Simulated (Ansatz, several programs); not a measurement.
Stannite Li2ZnGeSe4, relaxed with PBE in Ansatz (plane waves, PAW): space group I-42m (No. 121), tetragonal; conventional cell a = 5.631 Å, c = 11.954 Å, 23.69 Å³ an atom. Around Li lie 4 Se at 2.52 Å; around Zn lie 4 Se at 2.51 Å; around Ge lie 4 Se at 2.41 Å; around Se lie 1 Ge at 2.41 Å and 1 Zn at 2.51 Å and 2 Li at 2.52 Å. The cell was then scaled with its shape and fractional coordinates held, which makes it stiffer than a relaxed compression. Values at 0 K without nuclear motion; spin polarisation is off, and the phase may be a hypothetical one.

```
V (Å³/atom)  E (meV/atom)
     22.266         13.50
     23.687          0.00
     24.398          2.91
     25.109         10.98
```

(1) Pass a cubic E = c₀ + c₁u + c₂u² + c₃u³, with u = V − 23.865 Å³, through these points.

(2) Where is the minimum, and what bulk modulus follows?

(3) Predict the energy and the pressure at the withheld volume, 22.977 Å³.

Answers

(1) c₀ = 0.19, c₁ = +2.126, c₂ = 5.819, c₃ = -0.4475 (meV and Å³).

(2) dE/du = 0 at u = -0.179, so V₀ = 23.69 Å³. B = V₀ d²E/dV² = 23.69 × (2c₂ + 6c₃u) = 23.69 × 12.119 = 287 meV/Å³, and 1 meV/Å³ is 0.16022 GPa: 46 GPa. A third-order Birch-Murnaghan fit to all five points gives 23.68 Å³ and 46 GPa.

(3) With u = -0.888: E ≈ 3.20 meV and P = −dE/dV ≈ +1.48 GPa. The run gives 3.17 meV and, from its stress, +1.48 GPa.
